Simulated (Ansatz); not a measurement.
Crystal: NiMoIrPdW.

```
Ni Mo Pd Ir W
1.0
    -1.37004    1.37004    9.71647
     1.37004   -1.37004    9.71647
     1.37004    1.37004   -9.71647
Ni Mo Pd Ir W
1 1 1 1 1
Direct
  0.19862 0.19862 0.00000
  0.60922 0.60922 0.00000
  0.79310 0.79310 0.00000
  0.39944 0.39944 0.00000
  0.99565 0.99565 0.00000
```

The cell was built by a generator and needn't be a form met in nature.

```yaml
Program: Ansatz 0.2.0
Task: relaxation of cell and atoms
Functional: PBEsol
Potentials_or_basis: Ansatz PAW
Cutoff: "420 eV (not typed: the program's choice for these potentials)"
k_mesh: 10 × 10 × 10
Occupations: fermi-dirac, width 0.05 eV
Spin: collinear spin, ferromagnetic start
Starting_moments: "[1.0, 1.0, 0.0, 0.6, 0.0] μB"
```

At the start: volume 14.59 Å³/atom.

Problem. Where does the relaxation end?

Solution. It ends after 6 steps and the volume is 14.06 Å³/atom (-3.6 %); space group I4mm (No. 107, to 0.05 Å); moment 0.00 μB per cell.

The path:
```
step  energy change (eV)  largest force (eV/Å)  volume (Å³)
   1              0.0000                0.1451        72.95
   2             -0.0780                0.0811        70.68
   3             -0.0803                0.0283        70.28
   4             -0.0803                0.0105        70.29
   5             -0.0804                0.0007        70.29
   6             -0.0795                0.0006        70.29
```

Final structure:
```cif
data_structure
_symmetry_space_group_name_H-M 'P 1'
_symmetry_Int_Tables_number 1
_cell_length_a 9.8102
_cell_length_b 9.8102
_cell_length_c 9.8102
_cell_angle_alpha 164.164
_cell_angle_beta 164.164
_cell_angle_gamma 22.468
_cell_volume 70.29
loop_
_atom_site_label
_atom_site_type_symbol
_atom_site_fract_x
_atom_site_fract_y
_atom_site_fract_z
_atom_site_occupancy
Ni1 Ni 0.19905 0.19905 0.00000 1
Mo1 Mo 0.60987 0.60987 0.00000 1
Pd1 Pd 0.79297 0.79297 0.00000 1
Ir1 Ir 0.39838 0.39838 0.00000 1
W1 W 0.99576 0.99576 0.00000 1
```

Caveat: the plane-wave basis is chosen anew once the cell has moved, so the energies of steps on either side of that aren't comparable; the PAW data sets come from PBE, with cores solved anew for the run's functional, which leaves a small shift of forces and pressure; the starting moments weren't kept.
